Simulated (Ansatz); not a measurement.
# TaRu: how the settings move a relaxation

Question: which choices in the input matter for TaRu?

Method: reference: DFT, r2SCAN, PAW with Ansatz's default frozen-core files, scalar-relativistic; relaxation of cell and atoms, in Ansatz 0.2.0.

### Step 1. Starting point

The structure is tetragonal, space group P4/mmm (No. 123). The conventional cell has a = 3.053 Å, b = 3.053 Å, c = 3.389 Å, α = 90.00°, β = 90.00°, γ = 90.00°. Ta (site symmetry 4/mmm) is surrounded by 8 Ru at 2.74 Å and 4 Ta at 3.05 Å. Ru (site symmetry 4/mmm) has 8 Ta at 2.74 Å and 4 Ru at 3.05 Å as nearest neighbours.

Structure file:

```cif
data_structure
_symmetry_space_group_name_H-M 'P4/mmm'
_symmetry_Int_Tables_number 123
_cell_length_a 3.0530
_cell_length_b 3.0530
_cell_length_c 3.3890
_cell_angle_alpha 90.000
_cell_angle_beta 90.000
_cell_angle_gamma 90.000
_cell_volume 31.59
loop_
_atom_site_label
_atom_site_type_symbol
_atom_site_symmetry_multiplicity
_atom_site_Wyckoff_symbol
_atom_site_fract_x
_atom_site_fract_y
_atom_site_fract_z
_atom_site_occupancy
Ta1 Ta 1 d 0.50000 0.50000 0.50000 1
Ru1 Ru 1 a 0.00000 0.00000 0.00000 1
```

### Step 2. Reference

Contents of input.yaml:

```yaml
crystal:
  lattice:
    - [3.053, 0.0, 0.0]
    - [0.0, 3.053, 0.0]
    - [0.0, 0.0, 3.389]
  atoms:
    - { symbol: Ta, position: [0.5, 0.5, 0.5] }
    - { symbol: Ru, position: [0.0, 0.0, 0.0] }
kpoints:
  mp_grid: { grid: [10, 10, 10] }
scf:
  occupations: { method: fermi_dirac, width: 0.1 }
hamiltonian:
  xc: r2scan
  pseudopotentials: { kind: paw }
relax:
  f_tol: 0.002
  max_steps: 80
  cell: {}
output:
  forces: true
  stress: true
  write_density: true
  write_potential: true
  elf: true
  volumetric_format: npy
```

Launch:

```bash
$ ansatz run input.yaml --threads 1 --pin off --max-ram 3072MiB --backend cpu --events-out ev --progress --plain --runs-dir out
```

### Step 3. Variant: f_tol 0.02, max_displacement 0.3

Changes to input.yaml since step 2:

```diff
@@ -16,5 +16,6 @@
 relax:
-  f_tol: 0.002
+  f_tol: 0.02
   max_steps: 80
   cell: {}
+  max_displacement: 0.3
 output:
```

**Question.** What will these runs give? Wanted: for each run, ending; energy change; pressure; gap; force.

The runs gave:

```csv
run,ending,energy change,pressure (GPa),gap (eV),force (eV/Å),cycles,time
reference,converged,0,0.0,0.00,0.00,37,57 s
"1: f_tol 0.02, max_displacement 0.3",converged,0.0 meV/atom,0.0,0.00,0.00,38,57 s
```

With the changed convergence setting and walk settings the energy agrees within 0.5 meV/atom.
